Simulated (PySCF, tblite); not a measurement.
**C₅H₁₁NSi: geometry, infrared bands and NMR shifts**

What infrared bands and NMR shifts should C₅H₁₁NSi (`C=C[C@@H]1CC[SiH2]N1`) show?

Programs: tblite 0.8.0 and PySCF 2.14.0, with density-fitted response routines of our own. Each step states its level of theory. These are calculated values for one molecule in the gas phase, unless marked as measured. Atoms count from 0, in the outputs and in this text.

## 1. Starting geometry

18 atoms, charge 0, multiplicity 1; geometry from: force field or distance geometry start.

Bonds of the start (Å): C0–C1 1.35, C1–C2 1.48, C2–C3 1.48, C3–C4 1.48, C4–Si5 1.87, Si5–N6 1.81, N6–C2 1.44, C0–H7 1.09, C0–H8 1.09, C1–H9 1.07, C2–H10 1.12, C3–H11 1.14, C3–H12 1.10, C4–H13 1.10, C4–H14 1.12, Si5–H15 1.45, Si5–H16 1.46, N6–H17 1.06.

## 2. Optimising the geometry with GFN2-xTB

What the job is given:

```
{"job": {"kind": "relax", "xc": "GFN2-xTB", "basis": "xTB"}, "charge": 0, "multiplicity": 1}
C      2.818400     0.130800     0.532100
C      1.749700    -0.437600    -0.067100
C      0.388300    -0.135200     0.433000
C     -0.674200    -1.066000    -0.006600
C     -1.714300    -0.430700    -0.848700
Si    -1.769400     1.206500     0.056400
N      0.038700     1.241000     0.176800
H      3.796500    -0.126600     0.138500
H      2.718800     0.823300     1.362800
H      1.923000    -1.122300    -0.872100
H      0.451400    -0.204400     1.553900
H     -1.222000    -1.424000     0.921100
H     -0.192000    -1.944600    -0.464000
H     -2.681200    -0.954200    -0.871100
H     -1.280200    -0.308300    -1.871300
H     -2.294600     2.308200    -0.725900
H     -2.401400     1.036400     1.365900
H      0.335600     1.414200    -0.825400
```

Command:

```bash
> OMP_NUM_THREADS=1 python probes_run.py task.json out
```

One launch serves the whole session: the jobs run in the order shown.

**Question.** This job is followed by: GFN2-xTB harmonic vibrations, gas phase; GIAO PBE0/pcSseg-1 NMR shielding, non-relativistic, gas phase. What will the session give for the following? strongest single infrared mode (GFN2-xTB); zero-point energy (GFN2-xTB); 13C shifts against TMS (PBE0/pcSseg-1); 1H shifts against TMS (PBE0/pcSseg-1); 29Si shifts against TMS (PBE0/pcSseg-1); 15N shifts against NH3 (PBE0/pcSseg-1).

**Answer**, as computed:

```
                                 quantity                                                                 value
strongest single infrared mode (GFN2-xTB)                                                 2192 cm⁻¹, 454 km/mol
             zero-point energy (GFN2-xTB)                                                         92.3 kcal/mol
   13C shifts against TMS (PBE0/pcSseg-1)                                     152.6, 116.5, 66.5, 35.0, 7.4 ppm
    1H shifts against TMS (PBE0/pcSseg-1)  6.06, 5.25, 5.06, 5.04, 4.91, 3.82, 2.04, 1.95, 1.17, 1.01, 0.26 ppm
  29Si shifts against TMS (PBE0/pcSseg-1)                                                             -28.9 ppm
   15N shifts against NH3 (PBE0/pcSseg-1)                                                              41.9 ppm
```

What this shows: Over 140 steps the energy fell by 1.060 eV; of the close pairs, Si5–N6 changed most, 1.812 to 1.716 Å. All 48 modes are real, so the xTB geometry is a minimum. The strongest single mode, at 2192 cm⁻¹, moves mainly H15. Unscaled tight-binding wavenumbers are off by several per cent, some by more. Its intensities can rank the bands wrongly. C1 (alkene CH) lies farthest downfield among carbon, at 152.6 ppm; as expected for a trigonal carbon in a double bond. The most deshielded hydrogen is H9 (hydrogen on an alkene CH), at 6.06 ppm: attached to an sp2 carbon and in the plane of the double bond. At PBE0/pcSseg-1: The widest tensor belongs to C1: span 244 ppm, with a paramagnetic part of -223 ppm.
